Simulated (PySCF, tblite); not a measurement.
# C₄H₇OSSi radical: geometry, infrared bands and EPR parameters

What infrared bands and EPR parameters should C₄H₇OSSi radical (`C=C1C[SiH2][CH][S@]1=O`) show?

Programs: tblite 0.8.0 and PySCF 2.14.0, with density-fitted response routines of our own. Each step states its level of theory. These are calculated values for one molecule in the gas phase, unless marked as measured. Atoms count from 0, in the outputs and in this text.

### Step 1. The molecule as given

14 atoms, charge 0, multiplicity 2; geometry from: force field or distance geometry start.

Bonds of the start (Å): C0–C1 1.36, C1–C2 1.51, C2–Si3 1.91, Si3–C4 1.82, C4–S5 1.78, S5–O6 1.50, S5–C1 1.81, C0–H7 1.09, C0–H8 1.08, C2–H9 1.09, C2–H10 1.09, Si3–H11 1.50, Si3–H12 1.47, C4–H13 1.07.

### Step 2. Optimising the geometry with GFN2-xTB

The job: settings as JSON, then the geometry in Å.

```
{"job": {"kind": "relax", "xc": "GFN2-xTB", "basis": "xTB"}, "charge": 0, "multiplicity": 2}
C      2.232900     0.183700     0.352400
C      0.957500     0.158100    -0.108200
C      0.221000    -1.126600    -0.388200
Si    -1.635000    -0.723300    -0.228500
C     -1.578600     1.090100    -0.129700
S      0.076700     1.726200    -0.304200
O      0.324700     2.516500     0.946800
H      2.727100     1.129400     0.592100
H      2.794600    -0.727900     0.518300
H      0.412900    -1.444100    -1.414200
H      0.491300    -1.930100     0.292200
H     -2.204300    -1.313200     1.025800
H     -2.396900    -1.197500    -1.398300
H     -2.424500     1.658300     0.206600
```

Run with:

```sh
OMP_NUM_THREADS=1 python probes_run.py task.json out
```

One launch serves the whole session: the jobs run in the order shown.

Standard output:

```text
step      E/eV     max force
  0    -572.27428    2.504
  1    -572.39831    1.420
  2    -572.44206    0.637
  3    -572.46828    0.497
  4    -572.49401    0.486
  5    -572.52140    0.470
  6    -572.53711    0.350
  7    -572.54659    0.294
  8    -572.55383    0.243
  9    -572.56069    0.239
 10    -572.56602    0.192
 11    -572.57108    0.197
 12    -572.57634    0.218
 13    -572.58170    0.224
 14    -572.58690    0.180
 15    -572.59160    0.158
 16    -572.59543    0.168
 17    -572.59875    0.168
 18    -572.60188    0.166
 19    -572.60467    0.115
 20    -572.60697    0.108
 21    -572.60885    0.121
 22    -572.61080    0.117
 23    -572.61350    0.157
 24    -572.61743    0.209
 25    -572.62231    0.217
 26    -572.62695    0.193
 27    -572.63011    0.156
 28    -572.63296    0.196
 29    -572.63601    0.180
 30    -572.64161    0.205
 31    -572.64405    0.213
 32    -572.64864    0.193
 33    -572.65218    0.160
 34    -572.65545    0.153
 35    -572.65726    0.117
 36    -572.65872    0.090
 37    -572.66055    0.118
 38    -572.66279    0.146
 39    -572.66510    0.175
 40    -572.66703    0.142
 41    -572.66813    0.101
 42    -572.66893    0.084
 43    -572.66944    0.049
 44    -572.66968    0.041
 45    -572.66983    0.042
 46    -572.67002    0.045
 47    -572.67030    0.044
 48    -572.67062    0.048
 49    -572.67087    0.038
 50    -572.67111    0.046
 51    -572.67144    0.050
 52    -572.67190    0.058
 53    -572.67245    0.072
 54    -572.67296    0.062
 55    -572.67338    0.043
 56    -572.67374    0.051
 57    -572.67403    0.040
 58    -572.67433    0.042
 59    -572.67469    0.049
 60    -572.67512    0.055
 61    -572.67563    0.065
 62    -572.67623    0.057
 63    -572.67694    0.080
 64    -572.67777    0.093
 65    -572.67850    0.070
 66    -572.67892    0.046
 67    -572.67916    0.049
 68    -572.67943    0.045
 69    -572.67981    0.060
 70    -572.68025    0.052
 71    -572.68058    0.046
 72    -572.68076    0.035
 73    -572.68087    0.033
 74    -572.68101    0.032
 75    -572.68121    0.029
 76    -572.68133    0.023
 77    -572.68140    0.025
 78    -572.68145    0.020
 79    -572.68151    0.020
 80    -572.68157    0.017
 81    -572.68159    0.012
 82    -572.68161    0.007
```

Wall time 0.51 s (1 thread of Arm Neoverse V2, shared host).

Along the way: (not every step is listed)

| step | energy from step 0 (eV) | largest force (eV/Å) |
| --- | --- | --- |
| 0 | 0.0000 | 2.5041 |
| 1 | -0.1240 | 1.4204 |
| 2 | -0.1678 | 0.6372 |
| 3 | -0.1940 | 0.4967 |
| 4 | -0.2197 | 0.4857 |
| 5 | -0.2471 | 0.4699 |
| 6 | -0.2628 | 0.3496 |
| 7 | -0.2723 | 0.2942 |
| 8 | -0.2795 | 0.2429 |
| 14 | -0.3126 | 0.1804 |
| 20 | -0.3327 | 0.1082 |
| 26 | -0.3527 | 0.1927 |
| 32 | -0.3744 | 0.1933 |
| 38 | -0.3885 | 0.1456 |
| 44 | -0.3954 | 0.0411 |
| 50 | -0.3968 | 0.0462 |
| 56 | -0.3995 | 0.0511 |
| 62 | -0.4020 | 0.0565 |
| 68 | -0.4052 | 0.0452 |
| 74 | -0.4067 | 0.0319 |
| 77 | -0.4071 | 0.0245 |
| 78 | -0.4072 | 0.0200 |
| 79 | -0.4072 | 0.0205 |
| 80 | -0.4073 | 0.0168 |
| 81 | -0.4073 | 0.0117 |
| 82 | -0.4073 | 0.0073 |

Distances of close pairs at the start and the end, largest changes first:

```
   bond  before (Å)  after (Å)  change (Å)
  C0–C1       1.356      1.315      -0.041
  C4–S5       1.782      1.742      -0.039
  S5–O6       1.500      1.464      -0.036
Si3–H11       1.498      1.466      -0.033
 Si3–C4       1.817      1.847      +0.030
  C1–C2       1.507      1.477      -0.030
  C1–S5       1.809      1.838      +0.028
  C0–H7       1.094      1.078      -0.016
```

The end geometry stands in the next job.

### Step 3. Harmonic vibrations with GFN2-xTB

The job: settings as JSON, then the geometry in Å.

```
{"job": {"kind": "ir", "xc": "GFN2-xTB", "basis": "xTB"}, "charge": 0, "multiplicity": 2}
C      2.048935     0.156809     0.632571
C      0.947627     0.071948    -0.081548
C      0.200278    -1.094720    -0.594680
Si    -1.637942    -0.800444    -0.123363
C     -1.453600     1.023080     0.106251
S      0.058996     1.619544    -0.520113
O      0.572231     2.732493     0.280771
H      2.425974     1.119132     0.938292
H      2.606346    -0.711274     0.945241
H      0.297062    -1.130567    -1.680896
H      0.614246    -2.020194    -0.198851
H     -1.958908    -1.477298     1.136667
H     -2.518223    -1.249018    -1.208304
H     -2.203701     1.760035     0.330861
```

Standard output:

```text
mode    cm-1     km/mol
  1      92.3      1.10
  2     103.9      1.31
  3     205.8      5.54
  4     264.8      1.67
  5     316.9      1.50
  6     328.7     11.67
  7     402.9      4.66
  8     448.3      2.42
  9     477.0     51.53
 10     495.5     32.76
 11     515.7     31.61
 12     569.7     18.20
 13     628.9    107.00
 14     654.3      6.28
 15     736.5      2.45
 16     759.8    148.41
 17     770.5    105.21
 18     784.2    216.00
 19     852.0     53.50
 20     893.3     23.95
 21     936.8      7.71
 22    1065.2      4.71
 23    1071.1     26.21
 24    1120.3    336.59
 25    1146.8      8.92
 26    1191.9     29.52
 27    1385.4      1.52
 28    1452.7      4.62
 29    1723.1     34.17
 30    2219.3    393.38
 31    2243.1    215.78
 32    2970.3     26.56
 33    3008.7     19.06
 34    3085.6     11.44
 35    3111.0      5.71
 36    3115.2     13.11
```

It took 0.44 s on 1 thread of Arm Neoverse V2, shared host.

Which atoms move in the most intense modes:

| cm⁻¹ | km/mol | atoms |
| --- | --- | --- |
| 629 | 107.0 | H12 39 %, H11 39 % |
| 760 | 148.4 | C4 28 %, Si3 18 %, C2 16 % |
| 770 | 105.2 | H9 21 %, H11 19 %, C2 18 %, H10 15 % |
| 784 | 216.0 | H12 38 %, H11 27 % |
| 852 | 53.5 | H13 41 %, C4 35 %, Si3 17 % |
| 1120 | 336.6 | O6 58 %, S5 33 % |
| 2219 | 393.4 | H12 79 %, H11 17 % |
| 2243 | 215.8 | H11 80 %, H12 18 % |

### Step 4. g tensor and hyperfine couplings: B3LYP/pcH-1

Same as in step 3 but for these lines:

```diff
@@ -1,2 +1,2 @@
-{"job": {"kind": "ir", "xc": "GFN2-xTB", "basis": "xTB"}, "charge": 0, "multiplicity": 2}
+{"job": {"kind": "epr", "basis": "pcH-1"}, "charge": 0, "multiplicity": 2}
 C      2.048935     0.156809     0.632571
```

With the program's defaults for keys left out, this is: UKS B3LYP, pcH-1 on C H O S Si, non-relativistic, mean-field spin-orbit, GIAO.

Standard output:

```text
UKS, coarse grid
  cycle   1  E = -919.25136332  |g| = 7.21e-01
  cycle   2  E = -917.71864958  |g| = 1.92e+00
  cycle   3  E = -919.37309673  |g| = 3.72e-01
  cycle   4  E = -919.43793708  |g| = 1.32e-01
  cycle   5  E = -919.44625180  |g| = 4.17e-02
  cycle   6  E = -919.44705764  |g| = 1.39e-02
  cycle   7  E = -919.44718933  |g| = 5.17e-03
  cycle   8  E = -919.44721088  |g| = 3.18e-03
  cycle   9  E = -919.44721813  |g| = 1.88e-03
  cycle  10  E = -919.44722094  |g| = 8.26e-04
UKS, final grid
  cycle   1  E = -919.44728028  |g| = 1.59e-03
  cycle   2  E = -919.44727508  |g| = 3.82e-03
  cycle   3  E = -919.44728157  |g| = 2.74e-04
  cycle   4  E = -919.44728161  |g| = 8.18e-05
  cycle   5  E = -919.44728163  |g| = 5.87e-05
  cycle   6  E = -919.44728163  |g| = 1.03e-05
E = -919.44728163 Eh   <S^2> = 0.7565 (exact 0.7500)
g shifts (ppm)      1          2          3
  rmc          -157       -157       -157
  gc              5         39         48
  oz_so        -455        332       3691
  total        -607        214       3581
hyperfine (MHz)  atom isotope    a_iso     a_fc   dipolar eigenvalues
    0   13C      -3.09      -3.10     -2.74      0.50      2.24
    1   13C      47.01      47.03     -6.96     -4.15     11.11
    2   13C      -1.07      -1.07     -0.83     -0.56      1.38
    3  29Si      35.36      35.42     -2.88      0.48      2.40
    4   13C      76.88      76.72    -65.70    -64.58    130.28
    5   33S      62.94      63.07    -12.25    -10.29     22.53
    6   17O      -5.74      -5.63    -25.95     12.27     13.68
    7    1H       3.85       3.85     -1.69     -1.42      3.11
    8    1H       7.59       7.59     -1.15     -0.64      1.79
    9    1H      -0.05      -0.05     -1.91     -1.38      3.29
   10    1H       8.76       8.76     -1.43     -1.11      2.54
   11    1H      55.65      55.65     -3.03     -1.70      4.73
   12    1H      41.67      41.67     -2.64     -1.65      4.29
   13    1H     -46.88     -46.95    -30.84     -1.15     31.99
```

Run time: 94 s. Hardware: 1 thread of Arm Neoverse V2, shared host; peak memory 0.97 GiB.

Principal g values 2.00171, 2.00253, 2.00590; g(iso) = 2.00338, against 2.00232 for a free electron.

Hyperfine couplings, nucleus by nucleus at this fixed geometry (no averaging over rotations):

| nuclei | isotope | a(iso) (MHz) | a(iso) (G, at g = 2.0023) | largest dipolar term (MHz) |
| --- | --- | --- | --- | --- |
| C4 | 13C | 76.9 | 27.4 | 130.3 |
| S5 | 33S | 62.9 | 22.5 | 22.5 |
| H11 | 1H | 55.6 | 19.9 | 4.7 |
| C1 | 13C | 47.0 | 16.8 | 11.1 |
| H13 | 1H | -46.9 | -16.7 | 32.0 |
| H12 | 1H | 41.7 | 14.9 | 4.3 |
| Si3 | 29Si | 35.4 | 12.6 | -2.9 |
| H10 | 1H | 8.8 | 3.1 | 2.5 |
| H8 | 1H | 7.6 | 2.7 | 1.8 |
| O6 | 17O | -5.7 | -2.0 | -26.0 |
| H7 | 1H | 3.8 | 1.4 | 3.1 |
| C0 | 13C | -3.1 | -1.1 | -2.7 |
| C2 | 13C | -1.1 | -0.4 | 1.4 |
| H9 | 1H | 0.0 | 0.0 | 3.3 |

Mulliken spin populations:

C0 -0.02; C1 0.05; C2 0.00; Si3 -0.03; C4 0.85; S5 0.07; O6 0.05; H7 0.00; H8 0.00; H9 0.00; H10 0.01; H11 0.03; H12 0.02; H13 -0.03

In first order the couplings over 0.8 MHz of 1H give 56 distinct lines over 58.7 G.

Orbitals, density, ELF and potential are computed afterwards from the orbital file.

ELF in a plane through or near 7 of the atoms.

Values, 10 rows by 14 columns:
```
0.00 0.00 0.00 0.00 0.00 0.00 0.00 0.00 0.00 0.00 0.00 0.00 0.00 0.00
0.00 0.00 0.00 0.00 0.00 0.00 0.00 0.00 0.00 0.00 0.00 0.00 0.00 0.00
0.00 0.00 0.00 0.05 0.05 0.00 0.91 0.98 0.23 0.00 0.00 0.00 0.00 0.00
0.00 0.00 0.06 0.96 0.97 0.06 0.75 0.97 0.35 0.12 0.11 0.09 0.01 0.00
0.00 0.00 0.03 0.61 0.54 0.65 0.54 0.51 0.71 0.25 0.55 0.70 0.13 0.00
0.00 0.00 0.50 0.99 0.81 0.74 0.62 0.08 0.46 0.26 0.28 0.39 0.06 0.00
0.00 0.00 0.08 0.40 0.05 0.14 0.32 0.72 0.30 0.62 0.13 0.01 0.00 0.00
0.00 0.00 0.00 0.03 0.66 0.88 0.48 0.06 0.95 0.99 0.49 0.00 0.00 0.00
0.00 0.00 0.00 0.00 0.14 0.50 0.38 0.01 0.41 0.74 0.06 0.00 0.00 0.00
0.00 0.00 0.00 0.00 0.00 0.00 0.00 0.00 0.00 0.00 0.00 0.00 0.00 0.00
```
The map spans 11.1 Å across and 10.1 Å up, centred on the molecule. Atoms in the plane (x, y in Å): C0 (-2.1, 0.4), Si3 (1.8, 0.3), C4 (1.1, -1.4), H7 (-2.8, -0.4), H8 (-2.4, 1.3), H10 (0.0, 2.1), H13 (1.5, -2.4).

On the surface of density 0.002 e/bohr³ the electrostatic potential runs, from the 1st to the 99th percentile, from -1.96 V near O6 to 1.40 V near H12.

The spin density lies nearest to C4 57 %; S5 14 %; H13 8 %; O6 6 %.

### Step 5. Summary of results

| quantity | value |
| --- | --- |
| strongest single infrared mode (GFN2-xTB) | 2219 cm⁻¹, 393 km/mol |
| zero-point energy (GFN2-xTB) | 58.8 kcal/mol |
| g(iso) (B3LYP) | 2.00338 |
| ⟨S²⟩ | 0.757 (exact 0.75) |
| largest a(iso) | 13C on C4, 76.9 MHz |
| potential on the surface of density 0.002 e/bohr³, 1st and 99th percentile | -1.96 V and 1.40 V |

Over 82 steps the energy fell by 0.407 eV; of the close pairs, C0–C1 changed most, 1.356 to 1.315 Å. No mode is imaginary among the 36: a minimum at this level. The strongest single mode, at 2219 cm⁻¹, moves mainly H12. Unscaled tight-binding wavenumbers are off by several per cent, some by more. Its intensities can rank the bands wrongly. C4 carries the largest spin population, 0.85 e. The isotropic g lies 1.1 ppt above the free-electron value. These values are for one conformer; the search (at its own cheap level) found 2 more, at 0.00, 4.37 kcal/mol (those within 0.05 may be mirror or relabelled copies), and measured spectra average over such forms.
